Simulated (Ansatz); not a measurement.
Task: an active-space calculation of CH4GeO, SMILES [CH3][Ge][OH], with Ansatz 0.2.0, Python API. Give the script and its output. Settings: Hartree-Fock, def2-SVP basis, multiplicity 1.

```xyz
7

C    -0.7537    0.3875   -0.3347
Ge    1.1329    0.3155   -0.4509
O     1.6611   -1.1494    0.3908
H    -1.1767   -0.4541   -0.8237
H    -1.1459    1.3360   -0.8949
H    -1.1130    0.4993    0.7159
H     1.4565   -1.0029    1.3518
```

`ch4geo.py`
```python
from dataclasses import dataclass

import ansatz as az
from ase import Atoms


@dataclass(frozen=True)
class RunConfig:
    basis: str = "def2-SVP"


opts = RunConfig()


def main() -> None:
    atoms = Atoms(["C", "Ge", "O", "H", "H", "H", "H"], positions=[
        [-0.7537, 0.3875, -0.3347],
        [1.1329, 0.3155, -0.4509],
        [1.6611, -1.1494, 0.3908],
        [-1.1767, -0.4541, -0.8237],
        [-1.1459, 1.336, -0.8949],
        [-1.113, 0.4993, 0.7159],
        [1.4565, -1.0029, 1.3518],
    ])
    mol = az.Crystal.molecule_from_ase(atoms)

    calculation = (
        mol.calculation()
        .basis(gaussian=opts.basis)
        .accuracy("high")
        .correlation(active_electrons=4, active_orbitals=4)
    )
    for method in [None]:
        data = (calculation if method is None else calculation.correlation(method)).run(threads=1).report
        space = data["configurations"]
        state = space["states"][0]
        print(method or "casscf", f"total {data['free_energy_ev'] / 27.211386246:.6f} Ha, active-space state {state['energy']['hartree']:.6f} Ha, mean field {data['reference_energy_ev'] / 27.211386246:.6f} Ha")
        print("  determinants", state["n_determinants"], " natural occupations", [round(n, 3) for n in space["natural_occupations"]])
    print("effectively unpaired electrons, sum of min(n, 2 - n):", round(sum(min(n, 2 - n) for n in space["natural_occupations"]), 3))


if __name__ == "__main__":
    main()
```

Output of `python ch4geo.py`:
```text
casscf total -2190.100826 Ha, active-space state -2190.100826 Ha, mean field -2190.048590 Ha
  determinants 36  natural occupations [1.978, 1.975, 0.025, 0.022]
effectively unpaired electrons, sum of min(n, 2 - n): 0.094
```

Reading the output:
- These settings explore the input space; basis and method may be short of convergence.
- The geometry is a force-field or estimated start, not a minimum of this method, and the basis set is short of its limit. The active space starts as a window about the frontier orbitals and is then optimised, not chosen by chemistry.
- Hardware and time: 28 s on 1 thread of Arm Neoverse V1 (shared host), peak memory 0.39 GiB.
